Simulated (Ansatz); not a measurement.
**BGeCl+ (doublet): from Hartree-Fock to the top rungs, cc-pVDZ**

One table from this session's results is given with a row withheld; the runs are named, their logs left out.

Computed with Ansatz 0.2.0, Gaussian basis. Level: cc-pVDZ, core rule «outside noble gas», up to 20 orbitals frozen.

Plan: UHF; CCSD(T) on ROHF; CCSD(T) on UHF; BCCD(T) on ROHF; CISD; CCSDT(Q) on ROHF; CCSDT(Q) on UHF; CASSCF and MRCISD+Q, 11 electrons in 11 orbitals; CASSCF and NEVPT2, 11 electrons in 11 orbitals.

26 further runs of the same task are left out: 15 that didn't finish, 11 set aside as unsound or not needed.

## The geometry

The geometry is a PBE0/def2-TZVP stationary point (not a proven minimum) of the parent state, kept for this charge and spin. No spin-orbit coupling is included. The filled d shell of Ge may be among the frozen orbitals whatever the setting's name suggests; the logs give the count.

3 atoms, charge 1, spin multiplicity 2.

Atoms are counted from 1 here; the program's logs count them from 0.

Bond lengths: Cl1–B2 1.692 Å, B2–Ge3 1.952 Å. Angles: Cl1–B2–Ge3 180.0°.

The first run:

File in.yaml:

```yaml
crystal:
  periodic: [false, false, false]
  atoms:
    - {symbol: Cl, position_ang: [0.000000, 0.000000, -1.778800]}
    - {symbol: B, position_ang: [0.000000, 0.000000, -0.086600]}
    - {symbol: Ge, position_ang: [0.000000, 0.000000, 1.865400]}
basis:
  gaussian: {orbitals: cc-pVDZ}
total_charge: 1
magnetization: {spin_polarized: true, initial_magnetization: 1}
hamiltonian: {xc: hf}
output: {orbitals: {seedname: orbitals}}
```

Run with:

```console
$ ansatz run in.yaml --threads 1 --pin off --events-out ev --progress --plain --max-ram 2393MiB
```

Steps of the session up to this table: UHF; CCSD(T) on ROHF; CCSD(T) on UHF; BCCD(T) on ROHF; CISD; CCSDT(Q) on ROHF; CCSDT(Q) on UHF; CASSCF and MRCISD+Q, 11 electrons in 11 orbitals; CASSCF and NEVPT2, 11 electrons in 11 orbitals.

One of the session's tables, all rows but one given; the rest of the session is left out.

| method | from UCCSDT(Q) (kcal/mol) |
| --- | --- |
| ROHF | +184.78 |
| UHF | +183.25 |
| RMP2 | +29.62 |
| UMP2 | +29.77 |
| CISD | +25.57 |
| RCCSD | +7.90 |
| UCCSD | +7.82 |
| RCCSD(T) | ? |
| UCCSD(T) | +1.33 |
| BCCD(T) | +1.28 |
| RCCSDT | +0.49 |
| UCCSDT | +0.45 |
| RCCSDT(Q) | +0.16 |
| UCCSDT(Q) | 0 |
| CASSCF valence | +125.49 |
| NEVPT2 valence | +25.11 |
| MRCISD valence | +11.26 |
| MRCISD+Q valence | +1.54 |

**Question.** Estimate the row for RCCSD(T).

**Answer.** from UCCSDT(Q) (kcal/mol): +1.36. In the column «from UCCSDT(Q) (kcal/mol)» it lies between UCCSD(T) (+1.33) and MRCISD+Q valence (+1.54).

To keep in mind: Restricted and unrestricted rows rest on different reference determinants; where their highest levels disagree by more than a few hundredths of an eV, they describe different states and don't form one ladder.
